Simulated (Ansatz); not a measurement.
This script drives Ansatz 0.2.0, Python API.

The script, `ge2.py`:
```python
'''Vibrations and zero-point energy of Ge2.'''

import itertools

import ansatz as az
from ase.data import atomic_numbers, covalent_radii
import numpy as np


def main() -> None:
    geometry_ang = [
        ('Ge', (0.0, 0.0, 0.0)),
        ('Ge', (0.0, 0.0, 2.32)),
    ]
    mol = az.Crystal.molecule()
    for symbol, xyz in geometry_ang:
        mol = mol.atom(symbol, xyz)

    calc = (
        mol.calculation()
        .basis(gaussian='def2-TZVP')
        .functional('b3lyp')
        .spin('collinear', total=2)
    )
    symbols = [site.symbol for site in mol.cartesian_sites]
    start = np.array([site.position_ang for site in mol.cartesian_sites], dtype=float)
    def progress(event):
        if event['event'] == 'relax_step':
            row = event['data']
            print(f'step {row["step"]:3d}  E = {row["lagrangian_ev"]:.6f} eV  largest force component {row["allowed_force_max_ev_ang"]:.4f} eV/A')


    report = calc.relax(force_tolerance=0.003).session().plan().execute(on_event=progress).report
    end = np.array(report['positions_ang'])

    # pairs closer than 1.2 times the sum of covalent radii, before or after
    radius = [covalent_radii[atomic_numbers[s]] for s in symbols]
    span = lambda where, i, j: np.linalg.norm(where[i] - where[j])
    bonded = [(i, j) for i, j in itertools.combinations(range(len(symbols)), 2) if min(span(start, i, j), span(end, i, j)) < 1.2 * (radius[i] + radius[j])]
    print('pair        before    after (A)')
    for i, j in bonded:
        print(f'{symbols[i]}{i}-{symbols[j]}{j}'.ljust(10), f'{span(start, i, j):8.4f} {span(end, i, j):8.4f}')

    # frequencies need a stationary point, so they are taken at the relaxed geometry
    minimum = az.Crystal.molecule()
    for symbol, place in zip(symbols, end):
        minimum = minimum.atom(symbol, place.tolist())
    vibrating = (
        minimum.calculation()
        .basis(gaussian='def2-TZVP')
        .functional('b3lyp')
        .spin('collinear', total=2)
        .phonons(temperatures=(298.15, 498.15, 100))
    )
    vib = vibrating.run(threads=1, backend='cpu').report['vibrations']
    sums = vib['harmonic_sums']
    modes = [m['omega_inv_cm'] for m in sums['modes_at_gamma'] if m['rigid_motion'] == 'no']
    print('frequencies (1/cm):', ' '.join(f'{w:.0f}' for w in modes))
    print('imaginary modes:', sum(w < 0 for w in modes), ' zero-point energy:', round(sums['zero_point_energy_ev'], 4), 'eV')


if __name__ == '__main__':
    main()
```

It is started by `python ge2.py`. How long does it take on 1 thread of Arm Neoverse V1, on a shared host, and how much memory does it need?

It took about 61 s, with a peak of 0.34 GiB, for 2 runs of the engine.

Running `python ge2.py` prints:
```text
step   1  E = -113037.092329 eV  largest force component 1.0970 eV/A
step   2  E = -113037.137595 eV  largest force component 0.0163 eV/A
step   3  E = -113037.137608 eV  largest force component 0.0004 eV/A
pair        before    after (A)
Ge0-Ge1      2.3200   2.4070
frequencies (1/cm): 284
imaginary modes: 0  zero-point energy: 0.0176 eV
```

Notes:
- Total energies depend on the basis set; only differences at equal settings carry meaning.
- The frequencies are harmonic and unscaled, in a modest basis.
- The run takes the species as open-shell (spin multiplicity 3), which needn't be its ground state.
- b3lyp holds the VWN-RPA fit, as in Gaussian; the form of ORCA and Turbomole is b3lyp5.
- The spin state was assumed, and another may lie lower.
